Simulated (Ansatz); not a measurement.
# AsH (singlet): the correlation ladder at distance As1–H2 = 2.097 Å, aug-cc-pVDZ

Aim: climb from Hartree-Fock through coupled cluster and multireference methods for AsH (singlet) at one geometry and basis, and see what each rung misses.

Computed with Ansatz 0.2.0, Gaussian basis. Level: aug-cc-pVDZ, core rule «outside noble gas», up to 14 orbitals frozen.

Plan: UHF; CCSD(T) on RHF; CCSD(T) on UHF; BCCD(T) on RHF; CISD; CCSDT(Q) on RHF; CCSDT(Q) on UHF; CASSCF and MRCISD+Q, 2 electrons in 2 orbitals; CASSCF and NEVPT2, 2 electrons in 2 orbitals; CASSCF and MRCISD+Q, 6 electrons in 5 orbitals; CASSCF and NEVPT4(SD), 6 electrons in 5 orbitals; CASSCF and NEVPT2, 6 electrons in 5 orbitals; Full CI.

22 further runs of the same task are left out: 1 for a known fault of the program, 15 that didn't finish, 6 set aside as unsound or not needed.

## Step 1: What is computed

The geometry derives from a PBE0/def2-TZVP stationary point (not a proven minimum). One bond is set to the value named and the two fragments are kept rigid. No spin-orbit coupling is included. The filled d shell of As may be among the frozen orbitals whatever the setting's name suggests; the logs give the count.

2 atoms, charge 0, spin multiplicity 1.

Atoms are counted from 1 here; the program's logs count them from 0.

No contacts short enough for the rule that draws bonds.

## Step 2: UHF

in.yaml reads:

```yaml
crystal:
  periodic: [false, false, false]
  atoms:
    - {symbol: As, position_ang: [0.000000, 0.000000, 0.000000]}
    - {symbol: H, position_ang: [0.000000, 0.000000, 2.097000]}
basis:
  gaussian: {orbitals: aug-cc-pVDZ}
magnetization: {spin_polarized: true, initial_magnetization: 0}
hamiltonian: {xc: hf}
output: {orbitals: {seedname: orbitals}}
```

Started as:

```bash
$ ansatz run in.yaml --threads 1 --pin off --events-out ev --progress --plain --max-ram 2393MiB
```

After this run come: CCSD(T) on RHF; CCSD(T) on UHF; BCCD(T) on RHF; CISD; CCSDT(Q) on RHF; CCSDT(Q) on UHF; CASSCF and MRCISD+Q, 2 electrons in 2 orbitals; CASSCF and NEVPT2, 2 electrons in 2 orbitals; CASSCF and MRCISD+Q, 6 electrons in 5 orbitals; CASSCF and NEVPT4(SD), 6 electrons in 5 orbitals; CASSCF and NEVPT2, 6 electrons in 5 orbitals; Full CI.

Before running them: what should the planned runs give, taken together? Wanted: FCI below the RHF energy; RMP2 from FCI; RCCSD from FCI; RCCSD(T) from FCI; RCCSDT(Q) from FCI; NEVPT2 valence from FCI; NEVPT4(SD) valence from FCI; MRCISD+Q valence from FCI; T1 diagnostic.

**Answer**, as computed:

| quantity | value |
| --- | --- |
| FCI below the RHF energy | -3.9251 eV |
| RMP2 from FCI | +1309.5 meV |
| RCCSD from FCI | +364.9 meV |
| RCCSD(T) from FCI | +172.6 meV |
| RCCSDT(Q) from FCI | -5.2 meV |
| NEVPT2 valence from FCI | +591.3 meV |
| NEVPT4(SD) valence from FCI | +46.6 meV |
| MRCISD+Q valence from FCI | -24.4 meV |
| levels within 1 kcal/mol (43 meV) | RCCSDT, RCCSDT(Q), MRCISD+Q valence |
| T1 diagnostic | 0.018 |
| effectively unpaired electrons | 2.13 |

**Reading.** RCCSD(T) misses by +172.6 meV, 4.4 % of the correlation energy. RCCSDT(Q), MRCISD+Q valence fall below full CI, which methods that aren't variational can do. With 2.1 effectively unpaired electrons against 0 the state is strongly multireference. Of the multireference levels listed MRCISD+Q valence comes nearest in total energy (-24.4 meV), which doesn't show that its space is the better one. Coupled cluster took another determinant than the lowest Hartree-Fock one. These misses are within one basis, not against nature.
